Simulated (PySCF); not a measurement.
**InSiH3F2 (SMILES [F][In]([F])[SiH3]): levels of theory compared**

Aim: a comparison of 6 runs (HF/def2-SVP, HF/ma-def2-SVP, HF/def2-SVPD, HF/def2-TZVP, HF/ma-def2-TZVP, HF/def2-TZVPD) of InSiH3F2. 

The calculation is run with PySCF 2.14.0.

### Step 1. The system as given

InSiH3F2: 7 atoms, total charge 0, spin state singlet. SMILES: `[F][In]([F])[SiH3]`. Geometry: a GFN2-xTB relaxation, a rough one for these elements and not checked as a minimum.

Bond lengths: F1–In2 2.021 Å, In2–F3 2.021 Å, In2–Si4 2.613 Å, Si4–H5 1.464 Å, Si4–H6 1.466 Å, Si4–H7 1.464 Å. Angles: F1–In2–F3 110.6°, F1–In2–Si4 124.6°, F3–In2–Si4 124.8°, In2–Si4–H5 105.8°, In2–Si4–H6 106.4°, In2–Si4–H7 106.0°, H5–Si4–H6 112.6°, H5–Si4–H7 112.8°, H6–Si4–H7 112.5°.

### Step 2. A single-point energy at HF/def2-SVP (core potential) (run 1)

Input file calc.py:

```python
from pyscf import gto, scf

mol = gto.M(
    atom='''
F     -0.001757    -4.772825     3.026529
In     1.401175    -1.714473     1.221311
F      5.210410    -1.627016     1.492827
Si    -1.334468     1.638128    -1.158024
H      0.327225     2.747983    -3.071296
H     -2.144083     3.480346     0.746612
H     -3.458501     0.247856    -2.257958
''',
    basis='def2-svp',
    max_memory=1860,
    charge=0,
    ecp={'In': 'def2-svp'},
    verbose=3,
    unit='bohr',
)

calc0 = scf.RHF(mol)
calc0.conv_tol = 1e-10
calc0.kernel()
if not calc0.converged:
    calc0 = calc0.newton().run(calc0.mo_coeff, calc0.mo_occ)

energy = calc0.e_tot
print('Final energy', energy)
```

The run is started by

```sh
$ OMP_NUM_THREADS=1 python calc.py
```

The program printed:

```text
converged SCF energy = -678.558118815778
Final energy -678.5581188157782
```

Wall time 1.4 s (1 thread of Arm Neoverse V2, shared host); peak memory 0.15 GiB.

### Step 3. The energy at HF/ma-def2-SVP (core potential) (run 2)

Input file job.py:

```python
from pyscf import gto

mol = gto.Mole()
mol.atom = '''
F       -0.000930      -2.525670       1.601570
In       0.741470      -0.907260       0.646290
F        2.757230      -0.860980       0.789970
Si      -0.706170       0.866860      -0.612800
H        0.173160       1.454170      -1.625260
H       -1.134600       1.841720       0.395090
H       -1.830160       0.131160      -1.194860
'''
mol.spin = 0
mol.ecp = {'In': 'def2-svp'}
mol.max_memory = 1860
mol.verbose = 3
mol.basis = 'ma-def2-svp'
mol.build()

myscf = mol.RHF()
myscf.conv_tol = 1e-10
myscf.kernel()
if not myscf.converged:
    myscf = myscf.newton().run(myscf.mo_coeff, myscf.mo_occ)

etot = myscf.e_tot
print('Final energy', etot)
```

The run is started by

```sh
$ OMP_NUM_THREADS=1 python job.py
```

The program printed:

```text
converged SCF energy = -678.567770599713
Final energy -678.5677705997134
```

Wall time 1.9 s (1 thread of Arm Neoverse V2, shared host); peak memory 0.19 GiB.

Runs 3 to 5 aren't shown in full; the table further down has their settings and results.

### Step 4. A single-point energy at HF/def2-TZVPD (core potential) (run 6)

Input file input.py:

```python
from pyscf import gto, scf

mol = gto.M(
    atom='''
F     -0.000930    -2.525670     1.601570
In     0.741470    -0.907260     0.646290
F      2.757230    -0.860980     0.789970
Si    -0.706170     0.866860    -0.612800
H      0.173160     1.454170    -1.625260
H     -1.134600     1.841720     0.395090
H     -1.830160     0.131160    -1.194860
''',
    basis='def2-tzvpd',
    charge=0,
    ecp={'In': 'def2-svp'},
    verbose=3,
    max_memory=1860,
)

mf = scf.RHF(mol)
mf.conv_tol = 1e-10
mf.kernel()
if not mf.converged:
    mf = mf.newton().run(mf.mo_coeff, mf.mo_occ)

etot = mf.e_tot
print('E(%s) = %.9f' % ('HF', etot))
```

The run is started by

```sh
$ OMP_NUM_THREADS=1 python input.py
```

The program printed:

```text
converged SCF energy = -678.928393975415
E(HF) = -678.928393975
```

Run time: 76 s. Hardware: 1 thread of Arm Neoverse V2, shared host; peak memory 0.12 GiB.

### Step 5. Overview of the runs

| run | level | energy (Eh) | dipole moment (D) | HOMO energy (eV) | LUMO energy (eV) | wall time |
| --- | --- | --- | --- | --- | --- | --- |
| 1 | HF/def2-SVP (core potential) | -678.558119 | 5.51 | -11.38 | 0.67 | 1.4 s |
| 2 | HF/ma-def2-SVP (core potential) | -678.567771 | 5.98 | -11.57 | 0.27 | 1.9 s |
| 3 | HF/def2-SVPD (core potential) | -678.585438 | 5.84 | -11.47 | 0.47 | 3.9 s |
| 4 | HF/def2-TZVP (core potential) | -678.926225 | 5.71 | -11.39 | 0.45 | 9.9 s |
| 5 | HF/ma-def2-TZVP (core potential) | -678.927037 | 5.78 | -11.41 | 0.27 | 14 s |
| 6 | HF/def2-TZVPD (core potential) | -678.928394 | 5.71 | -11.39 | 0.38 | 76 s |

Convergence of the total energy of singlet InSiH3F2 with the basis set, against the last point:

| basis set | from the last (mEh) | wall time |
| --- | --- | --- |
| def2-SVP | +370.275 | 1.4 s |
| ma-def2-SVP | +360.623 | 1.9 s |
| def2-SVPD | +342.956 | 3.9 s |
| def2-TZVP | +2.169 | 9.9 s |
| ma-def2-TZVP | +1.357 | 14 s |
| def2-TZVPD | +0.000 | 76 s |

Convergence of the dipole moment of singlet InSiH3F2 with the basis set, against the last point:

| basis set | from the last (D) | wall time |
| --- | --- | --- |
| def2-SVP | -0.2048 | 1.4 s |
| ma-def2-SVP | +0.2614 | 1.9 s |
| def2-SVPD | +0.1284 | 3.9 s |
| def2-TZVP | -0.0030 | 9.9 s |
| ma-def2-TZVP | +0.0678 | 14 s |
| def2-TZVPD | +0.0000 | 76 s |

### Step 6. Summary of results

```
            quantity          value
 run 6: total energy  -678.92839 Eh
run 6: dipole moment         5.71 D
  run 6: HOMO energy      -11.39 eV
  run 6: LUMO energy        0.38 eV
run 6: HOMO–LUMO gap       11.77 eV
```

**Reading.** For the total energy of singlet InSiH3F2 to stay within 10 mEh of the last point, def2-TZVP is the first point of the series from which all later ones do (9.9 s against 76 s). For the dipole moment of singlet InSiH3F2 to stay within 0.1 D of the last point, def2-TZVP is the first point of the series from which all later ones do (9.9 s against 76 s). The dipole moment (its size) runs from 5.51 D (HF/def2-SVP) to 5.98 D (HF/ma-def2-SVP). The HOMO–LUMO gap runs from 11.67 eV (HF/ma-def2-TZVP) to 12.04 eV (HF/def2-SVP). All runs together took 1.8 min, the longest 76 s.
